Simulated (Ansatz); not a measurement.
BH4NSn, SMILES [BH]1[NH][SnH2]1, a polarisability from point charges

With Ansatz 0.2.0, Python API.

Run as a notebook:

In [1]:
```python
import ansatz
import numpy as np
```

In [2]:
```python
GEOMETRY = """
B    -0.99990   -0.61400   -0.21910
N    -0.41740    0.57030   -0.99990
Sn    0.78920    0.55800    0.55440
H    -1.78030   -1.41690   -0.14500
H     0.09220    0.13860   -1.82550
H     0.25740    1.34090    2.03520
H     2.12010   -0.64480    0.55430
"""
```

In [3]:
```python
molecule = ansatz.Crystal.molecule()
for line in GEOMETRY.strip().splitlines():
    symbol, *xyz = line.split()
    molecule = molecule.atom(symbol, [float(v) for v in xyz])
```

In [4]:
```python
job = (
    molecule.calculation()
    .basis(gaussian="def2-SVPD")
    .functional("PBE0")
    .forces()
)
# charges +q and -q at -R and +R make a nearly even field 2 k q / R^2 at the centre
centre = np.mean([site.position_ang for site in molecule.cartesian_sites], axis=0)
field = 2 * 14.399645 * 4.0 / 30.0 ** 2
```

In [5]:
```python
def dipole(axis, sign):
    arm = 30.0 * np.eye(3)[axis]
    pair = [{"charge": sign * 4.0, "position_ang": (centre - arm).tolist()}, {"charge": -sign * 4.0, "position_ang": (centre + arm).tolist()}]
    deck = job.input().set(ansatz.key.basis.gaussian.point_charges, pair)
    return np.array(ansatz.Session.from_dict(deck).plan().execute().report["charge_distribution"]["dipole_moment_e_ang"])
```

In [6]:
```python
print(f"field {field:.4f} V/A")
alpha = np.array([(dipole(axis, 1) - dipole(axis, -1)) / (2 * field) * 14.399645 for axis in range(3)])
print("polarisability tensor (A^3)")
print(np.array2string(alpha, precision=3, suppress_small=True))
print(f"mean {np.trace(alpha) / 3:.3f} A^3 = {np.trace(alpha) / 3 / 0.14818471:.2f} bohr^3")
```
```text
field 0.1280 V/A
polarisability tensor (A^3)
[[12.803  2.233  1.098]
 [ 2.241 10.607  0.89 ]
 [ 1.094  0.895  9.849]]
mean 11.086 A^3 = 74.81 bohr^3
```

What to keep in mind:
- The geometry is a force-field or estimated start, not a minimum of this method, and the basis set is short of its limit. The field of two point charges is only nearly even.
- def2 sets replace the cores of elements past krypton by effective core potentials.
- It ran for 28 s on 1 thread of Arm Neoverse V2, on a shared host, peak memory 0.28 GiB.

(Lines on the test bed's own set-up are left out of the output.)
